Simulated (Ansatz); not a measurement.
# C5H13In: ionisation energy by level of theory

One table from this session's results is given with a row withheld; the runs are named, their logs left out.

Program: Ansatz 0.2.0, Gaussian basis. Level of theory: unrestricted cation, the program's frozen cores in correlated methods. These are calculated values, not measurements.

Levels to be run: UKS PBE-D4/def2-TZVPP; UKS r2SCAN-D4/def2-TZVPP; UKS PBE0-D4/def2-TZVPP; UKS B3LYP-D4/def2-TZVPP; UKS wB97X-V/def2-TZVPP; UKS wB97M-V/def2-TZVPP; UKS B2PLYP/def2-TZVPP; UHF-CCSD(T)/def2-TZVPP; UHF-MP2/def2-QZVPP; extrapolation to the limit; then −ε(HOMO) from the neutral's earlier runs with LDA (SPW92), PBE-D4, revPBE-D4, BLYP-D4, r2SCAN-D4, B97M-V, PBE0-D4, B3LYP-D4, r2SCANh-D4, r2SCAN0-D4, HSE06-D4, BHLYP-D4, CAM-B3LYP-D4, LC-ωPBE, ωB97X-V, ωB97M-V.

## The geometry

The geometry comes from an earlier relaxation with PBE0-D4 in a triple-zeta def2 set; it is a stationary point, not always the lowest conformer. In takes the def2 core potential; no spin-orbit term is included.

SMILES `C[CH2][InH][CH](C)C`, 19 atoms, charge 0, spin multiplicity 1.

Atoms are counted from 1 here; the program's logs count them from 0.

Bond lengths: C1–C2 1.523 Å, C1–H7 1.093 Å, C1–H8 1.096 Å, C1–H9 1.093 Å, C2–In3 2.173 Å, C2–H10 1.095 Å, C2–H11 1.096 Å, In3–C4 2.188 Å, In3–H12 1.745 Å, C4–C5 1.522 Å, C4–C6 1.524 Å, C4–H13 1.098 Å, C5–H14 1.092 Å, C5–H15 1.095 Å, C5–H16 1.098 Å, C6–H17 1.093 Å, C6–H18 1.095 Å, C6–H19 1.098 Å. Angles: C2–C1–H7 111.9°, C2–C1–H8 111.8°, C2–C1–H9 111.9°, H7–C1–H8 107.1°, H7–C1–H9 106.8°, H8–C1–H9 106.9°, C1–C2–In3 117.0°, C1–C2–H10 110.9°, C1–C2–H11 110.7°, In3–C2–H10 106.3°, In3–C2–H11 106.0°, H10–C2–H11 105.2°, C2–In3–C4 124.6°, C2–In3–H12 118.2°, C4–In3–H12 117.2°, In3–C4–C5 113.9°, In3–C4–C6 111.0°, In3–C4–H13 103.7° and more.

Geometry (Å):

```
C     1.0441   -1.6270   -1.8995
C     1.8394   -1.5280   -0.6049
In    1.2026   -0.0253    0.8305
C    -0.5816    1.2229    0.6143
C    -1.5351    0.7532   -0.4755
C    -1.2977    1.3860    1.9494
H    -0.0073   -1.8617   -1.7161
H     1.4376   -2.4071   -2.5608
H     1.0649   -0.6908   -2.4640
H     2.8962   -1.3279   -0.8106
H     1.8274   -2.4834   -0.0686
H     2.1716    0.2088    2.2628
H    -0.1807    2.2030    0.3238
H    -1.0555    0.6997   -1.4556
H    -1.9408   -0.2404   -0.2592
H    -2.3944    1.4313   -0.5661
H    -0.6366    1.7667    2.7322
H    -1.7124    0.4370    2.3059
H    -2.1418    2.0829    1.8619
```

The first run:

in.yaml reads:

```yaml
crystal:
  periodic: [false, false, false]
  atoms:
    - {symbol: C, position_ang: [1.044137, -1.626989, -1.899533]}
    - {symbol: C, position_ang: [1.839352, -1.527994, -0.604913]}
    - {symbol: In, position_ang: [1.202590, -0.025296, 0.830528]}
    - {symbol: C, position_ang: [-0.581563, 1.222865, 0.614261]}
    - {symbol: C, position_ang: [-1.535095, 0.753227, -0.475472]}
    - {symbol: C, position_ang: [-1.297661, 1.385996, 1.949406]}
    - {symbol: H, position_ang: [-0.007279, -1.861726, -1.716053]}
    - {symbol: H, position_ang: [1.437552, -2.407108, -2.560831]}
    - {symbol: H, position_ang: [1.064868, -0.690814, -2.463989]}
    - {symbol: H, position_ang: [2.896233, -1.327933, -0.810570]}
    - {symbol: H, position_ang: [1.827410, -2.483351, -0.068571]}
    - {symbol: H, position_ang: [2.171648, 0.208817, 2.262827]}
    - {symbol: H, position_ang: [-0.180664, 2.203014, 0.323803]}
    - {symbol: H, position_ang: [-1.055533, 0.699713, -1.455615]}
    - {symbol: H, position_ang: [-1.940802, -0.240379, -0.259214]}
    - {symbol: H, position_ang: [-2.394438, 1.431271, -0.566103]}
    - {symbol: H, position_ang: [-0.636551, 1.766714, 2.732231]}
    - {symbol: H, position_ang: [-1.712383, 0.437047, 2.305944]}
    - {symbol: H, position_ang: [-2.141829, 2.082908, 1.861866]}
basis:
  gaussian: {orbitals: def2-TZVPP}
total_charge: 1
magnetization: {spin_polarized: true, initial_magnetization: 1}
hamiltonian: {xc: pbe, dispersion: d4}
```

Launch:

```console
> ansatz run in.yaml --threads 2 --pin off --events-out ev --progress --plain --max-ram 22528MiB --backend cuda --devices 0, --max-vram 18GiB
```

Steps of the session up to this table: Cation, UKS PBE-D4/def2-TZVPP; Cation, UKS r2SCAN-D4/def2-TZVPP; Cation, UKS PBE0-D4/def2-TZVPP; Cation, UKS B3LYP-D4/def2-TZVPP; Cation, UKS wB97X-V/def2-TZVPP; Cation, UKS wB97M-V/def2-TZVPP; Cation, UKS B2PLYP (frozen core)/def2-TZVPP; Cation, UHF-CCSD(T)/def2-TZVPP; Cation, UHF-MP2/def2-QZVPP.

One table of the session follows, with a row left open; its other results are not shown here.

It belongs to the step «Ionisation energies side by side». Orbital estimates, from the neutral's runs:

```
  functional  −ε(HOMO) (eV)
 LDA (SPW92)           5.47
      PBE-D4              ?
   revPBE-D4           5.27
     BLYP-D4           5.20
   r2SCAN-D4           5.50
      B97M-V           5.58
     PBE0-D4           6.40
    B3LYP-D4           6.22
  r2SCANh-D4           5.91
  r2SCAN0-D4           6.53
    HSE06-D4           6.01
    BHLYP-D4           7.40
CAM-B3LYP-D4           7.68
     LC-ωPBE           8.96
     ωB97X-V           8.63
     ωB97M-V           8.53
```

Estimate the missing values for PBE-D4.

**Answer.** −ε(HOMO) (eV): 5.33. In the column «−ε(HOMO) (eV)» it lies between revPBE-D4 (5.27) and LDA (SPW92) (5.47).
